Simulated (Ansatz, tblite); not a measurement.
# The cluster InPt5+: a ladder of methods and basis sets

How do method and basis change the picture of the cluster InPt5+ (singlet)?

Program: Ansatz 0.2.0, Gaussian basis. Level of theory: as each input shows. These are calculated values, not measurements.

The runs, in order: GFN1-xTB, GFN2-xTB, PBE-D4/def2-TZVP, r2SCAN-D4/def2-TZVP, B3LYP-D4/def2-TZVP, ωB97M-V/def2-TZVP, BLYP-D4/def2-TZVP, PBE-D4/def2-SVP, PBE0-D4/def2-SVP, MP2/def2-TZVP.

4 further runs of the same task are left out: 1 that didn't finish, 3 set aside as unsound or not needed.

## 1. The relaxed structure

The singlet was relaxed beforehand with B3LYP-D4/def2-SVP. At that level it is the lowest of the isomers that a small search found.

6 atoms, charge 1, spin multiplicity 1.

Bond lengths: In1–Pt2 2.998 Å, In1–Pt3 2.995 Å, In1–Pt4 2.759 Å, Pt2–Pt3 2.502 Å, Pt2–Pt5 2.486 Å, Pt3–Pt6 2.486 Å, Pt4–Pt5 2.609 Å, Pt4–Pt6 2.609 Å, Pt5–Pt6 2.714 Å. Angles: Pt2–In1–Pt3 49.3°, Pt2–In1–Pt4 84.0°, Pt3–In1–Pt4 84.0°, In1–Pt2–Pt3 65.3°, In1–Pt2–Pt5 87.0°, Pt3–Pt2–Pt5 92.5°, In1–Pt3–Pt2 65.4°, In1–Pt3–Pt6 87.0°, Pt2–Pt3–Pt6 92.4°, In1–Pt4–Pt5 89.9°, In1–Pt4–Pt6 89.8°, Pt5–Pt4–Pt6 62.7°, Pt2–Pt5–Pt4 98.3°, Pt2–Pt5–Pt6 87.5°, Pt4–Pt5–Pt6 58.7°, Pt3–Pt6–Pt4 98.3°, Pt3–Pt6–Pt5 87.6°, Pt4–Pt6–Pt5 58.7°.

In, Pt take a core potential in the def2 sets. No spin-orbit coupling is included. The ion is computed in the gas phase, without counter-ions or solvent.

PBE0-D4/def2-TZVP was run before; its log isn't repeated, and its numbers join the tables.

## 2. GFN1-xTB

Tight binding, by tblite at 300 K electronic temperature and without a spin-polarisation term:

```python
tblite.interface.Calculator('GFN1-xTB', numbers, positions, charge=1, uhf=0).singlepoint()
```

Energy -636.7774 eV, HOMO -14.85 eV, LUMO -14.62 eV; 0.013 s.

## 3. GFN2-xTB

Tight binding, by tblite at 300 K electronic temperature and without a spin-polarisation term:

```python
tblite.interface.Calculator('GFN2-xTB', numbers, positions, charge=1, uhf=0).singlepoint()
```

Energy -645.6037 eV, HOMO -12.12 eV, LUMO -11.96 eV; 0.022 s.

## 4. PBE-D4/def2-TZVP

start.molden holds the orbitals of an earlier run on this state, given as this run's starting guess.

in.yaml

```yaml
crystal:
  periodic: [false, false, false]
  atoms:
    - {symbol: In, position_ang: [1.311663, 0.129752, 1.778155]}
    - {symbol: Pt, position_ang: [0.400246, 1.922137, -0.446118]}
    - {symbol: Pt, position_ang: [1.618850, -0.132607, -1.189886]}
    - {symbol: Pt, position_ang: [-1.100532, -1.140309, 1.351122]}
    - {symbol: Pt, position_ang: [-1.775744, 0.724935, -0.343287]}
    - {symbol: Pt, position_ang: [-0.454483, -1.503908, -1.149995]}
basis:
  gaussian: {orbitals: def2-TZVP, initial_orbitals: start.molden}
total_charge: 1
hamiltonian: {xc: pbe, dispersion: d4}
scf: {omitted_lower_state_checks: [starts]}
output: {forces: true, orbitals: {seedname: orbitals}}
```

Launch:

```
> ansatz run in.yaml --threads 4 --pin off --events-out ev --progress --plain --max-ram 4787MiB
```

The runs that follow: r2SCAN-D4/def2-TZVP; B3LYP-D4/def2-TZVP; ωB97M-V/def2-TZVP; BLYP-D4/def2-TZVP; PBE-D4/def2-SVP; PBE0-D4/def2-SVP; MP2/def2-TZVP.

Q: Predict the results of all the runs planned. Wanted: gap in def2-TZVP, named functionals, smallest and largest; correlation energy, MP2/def2-TZVP; PBE0 total energy, smallest basis above largest.

As calculated:

| quantity | value |
| --- | --- |
| gap in def2-TZVP, named functionals, smallest and largest | 1.21 eV (B3LYP-D4), 5.65 eV (ωB97M-V) |
| correlation energy, MP2/def2-TZVP | -71.84 eV |
| PBE0 total energy, smallest basis above largest | 1.40 eV (def2-SVP, def2-TZVP) |

Over the named functionals in def2-TZVP the gap runs from 1.21 eV (B3LYP-D4) to 5.65 eV (ωB97M-V). PBE-D4, BLYP-D4, r2SCAN-D4 leave an empty level below a filled one, so this occupation isn't an aufbau state there; left out of the range.
